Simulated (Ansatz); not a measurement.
Task: energies of removing a hydrogen of ClGeH5Sn, SMILES [Cl][SnH2][GeH3], with the Ansatz DFT code, driven from Python. Give the script and its output. Use (for the species named): r2scan0, def2-SVP basis, multiplicity 1.

`clgeh5sn.xyz`
```text
8

Cl   -2.54080    1.38750   -0.02670
Sn   -0.53270    0.68450   -0.90300
Ge    0.63710   -0.77440    0.85960
H    -0.73510   -0.25090   -2.35000
H     0.47650    2.06040   -1.31110
H     0.91570    0.08060    2.15090
H     2.05310   -1.26520    0.31080
H    -0.18170   -1.97960    1.21370
```

The script, `clgeh5sn_bde.py`:
```python
"""Cost of removing each kind of hydrogen from ClGeH5Sn, fragments frozen."""

import ansatz as az


def energy(molecule, charge=0, unpaired=0):
    calc = molecule.calculation().basis(gaussian="def2-SVP").functional("R2SCAN0")
    if charge:
        calc = calc.charge(charge)
    if unpaired:
        calc = calc.spin("collinear", total=unpaired)
    return calc.run(threads=1).report["free_energy_ev"]

def without(molecule, index):
    rest = az.Crystal.molecule()
    for i, site in enumerate(molecule.cartesian_sites):
        if i != index:
            rest = rest.atom(site.symbol, site.position_ang)
    return rest

clgeh5sn = az.Crystal.molecule_from_extxyz("clgeh5sn.xyz")

whole = energy(clgeh5sn, 0)
hydrogen = energy(az.Crystal.molecule().atom("H", (0, 0, 0)), 0, 1)
print(f"E(molecule) = {whole:.5f} eV, E(H) = {hydrogen:.5f} eV")
for index in [4, 7]:
    radical = energy(without(clgeh5sn, index), 0, 1)
    print(f"H{index}: homolysis {23.060548 * (radical + hydrogen - whole):.1f} kcal/mol")
```

```console
$ python clgeh5sn_bde.py
E(molecule) = -74943.35435 eV, E(H) = -13.58464 eV
H4: homolysis 72.2 kcal/mol
H7: homolysis 83.3 kcal/mol
```

Reading the output:
- The settings weren't tested for convergence.
- The geometry is a force-field or estimated start, not a minimum of this method, and the basis set is short of its limit. All parts are taken at fixed geometry, without zero-point energy.
- def2 sets replace the cores of elements past krypton by effective core potentials.
- The spin-orbit lowering of heavy atoms is left out.
- Run time: 17 s on 1 thread of Intel(R) Xeon(R) 6975P-C (Granite Rapids) (shared host), peak memory 0.43 GiB.
